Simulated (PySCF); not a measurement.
# Towards the basis-set limit for GeCl+

What constants does extrapolated CCSD(T) give for GeCl+, and what does each step add?

Computed with PySCF 2.14.0. Level: CCSD(T) on RHF, scalar-relativistic core potentials.

2 further runs of the same task are left out: 2 set aside as unsound or not needed.

### Step 1. The job

```yaml
molecule: GeCl+
state: singlet, unpaired electrons none
smaller_basis: Ge cc-pwCVDZ-PP with ECP10, Cl aug-cc-pV(D+d)Z
larger_basis: Ge cc-pwCVTZ-PP with ECP10, Cl aug-cc-pV(T+d)Z
frozen_core_orbitals: 9
extrapolation: correlation as n⁻³ (n = 2, 3), Hartree–Fock as (n+1)·exp(−9√n)
corrections: core–valence correlation
distances_Å: 1.8228, 1.9056, 1.9885, 2.0713, 2.1542, 2.2578, 2.3613
masses_u: 73.9212, 34.9689
dissociation_limit: Ge+ + Cl
```

Launch:

```
$ OMP_NUM_THREADS=4 python comp.py task.json out
```

### Step 2. Coupled cluster at each distance

Q: Predict the outcome of this session. Wanted: for each run, Re; ωe; ωexe; αe; De.

The runs gave:

```
                 level  Re (Å)  ωe (cm⁻¹)  ωexe (cm⁻¹)  αe (cm⁻¹)  De (eV)
CCSD(T), smaller basis  2.0787      486.9         1.30   0.000678    4.244
 CCSD(T), larger basis  2.0579      506.0         1.37   0.000675    4.517
                HF/CBS  2.0507      522.3         1.33   0.000656    3.127
               MP2/CBS  2.0434      520.5         1.30   0.000654    4.798
              CCSD/CBS  2.0474      518.7         1.34   0.000660    4.390
           CCSD(T)/CBS  2.0539      509.8         1.37   0.000672    4.605
        CCSD(T)/CBS+CV  2.0522      510.5         1.37   0.000673    4.616
```

What this shows: The last step gives Re = 2.0522 Å, ωe = 510.5 cm⁻¹ and De = 4.616 eV; the smaller basis alone is off from it by +26.5 mÅ and -0.37 eV. Near the minimum the mean field binds by 3.12 eV and correlation adds 1.48 eV of binding. T1 is 0.018. Spin–orbit coupling and excitations beyond (T) are left out.
